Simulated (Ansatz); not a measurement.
**C2H7InO2S: how energies converge with the basis set**

Aim: see how fast density functionals converge with the basis set for C2H7InO2S.

The runs use Ansatz 0.2.0, Gaussian basis; one geometry, several basis sets.

Plan: PBE0-D4/def2-SVP; ωB97M-V/def2-SVP; PBE0-D4/def2-QZVPP; ωB97M-V/def2-QZVPP; the functionals' def2-TZVPP values are taken from earlier runs.

### Step 1. The relaxed structure

The geometry comes from an earlier relaxation with PBE0-D4 in a triple-zeta def2 set; it is a stationary point, not always the lowest conformer. In takes the def2 core potential; no spin-orbit term is included.

SMILES `C[O][In]([SH])[O]C`, 13 atoms, charge 0, spin multiplicity 1.

Atoms are counted from 1 here; the program's logs count them from 0.

Bond lengths: C1–O2 1.409 Å, C1–H7 1.097 Å, C1–H8 1.095 Å, C1–H9 1.097 Å, O2–In3 1.966 Å, In3–S4 2.362 Å, In3–O5 1.982 Å, S4–H10 1.345 Å, O5–C6 1.402 Å, C6–H11 1.095 Å, C6–H12 1.099 Å, C6–H13 1.099 Å. Angles: O2–C1–H7 111.7°, O2–C1–H8 108.1°, O2–C1–H9 113.4°, H7–C1–H8 107.8°, H7–C1–H9 107.7°, H8–C1–H9 107.9°, C1–O2–In3 121.1°, O2–In3–S4 123.3°, O2–In3–O5 114.0°, S4–In3–O5 122.8°, In3–S4–H10 92.0°, In3–O5–C6 122.0°, O5–C6–H11 108.4°, O5–C6–H12 113.0°, O5–C6–H13 112.8°, H11–C6–H12 107.3°, H11–C6–H13 107.3°, H12–C6–H13 107.8°.

### Step 2. PBE0-D4 in def2-SVP

Contents of in.yaml:

```yaml
crystal:
  periodic: [false, false, false]
  atoms:
    - {symbol: C, position_ang: [0.789556, -1.975513, 1.803954]}
    - {symbol: O, position_ang: [1.243881, -1.835269, 0.477737]}
    - {symbol: In, position_ang: [0.622888, -0.355524, -0.658115]}
    - {symbol: S, position_ang: [1.424911, 0.021389, -2.847386]}
    - {symbol: O, position_ang: [-0.770793, 0.774712, 0.182716]}
    - {symbol: C, position_ang: [-1.353154, 1.859548, -0.488617]}
    - {symbol: H, position_ang: [1.340564, -1.323520, 2.493179]}
    - {symbol: H, position_ang: [0.959157, -3.011734, 2.114696]}
    - {symbol: H, position_ang: [-0.279078, -1.759259, 1.922531]}
    - {symbol: H, position_ang: [0.618681, 1.085513, -3.011331]}
    - {symbol: H, position_ang: [-2.123634, 2.293721, 0.157596]}
    - {symbol: H, position_ang: [-1.842037, 1.570004, -1.429701]}
    - {symbol: H, position_ang: [-0.630931, 2.655942, -0.717259]}
basis:
  gaussian: {orbitals: def2-SVP}
hamiltonian: {xc: pbe0, dispersion: d4}
output: {orbitals: {seedname: orbitals}}
```

The run is started by

```console
ansatz run in.yaml --threads 2 --pin off --events-out ev --progress --plain --max-ram 22528MiB --backend cpu
```

Further steps of the session: ωB97M-V in def2-SVP; PBE0-D4 in def2-QZVPP; ωB97M-V in def2-QZVPP.

Q: Predict the results of all the runs planned. Wanted: PBE0-D4: double and triple zeta above quadruple; ωB97M-V: double and triple zeta above quadruple.

As calculated:

| quantity | value |
| --- | --- |
| PBE0-D4: double and triple zeta above quadruple | 12.31, 0.75 eV |
| ωB97M-V: double and triple zeta above quadruple | 12.52, 0.73 eV |

In words: For PBE0-D4 the step from double to triple zeta gains 11.55 eV and the next only 0.75 eV. These are total energies; as a rule much of such shifts cancels in differences, which this series doesn't test.
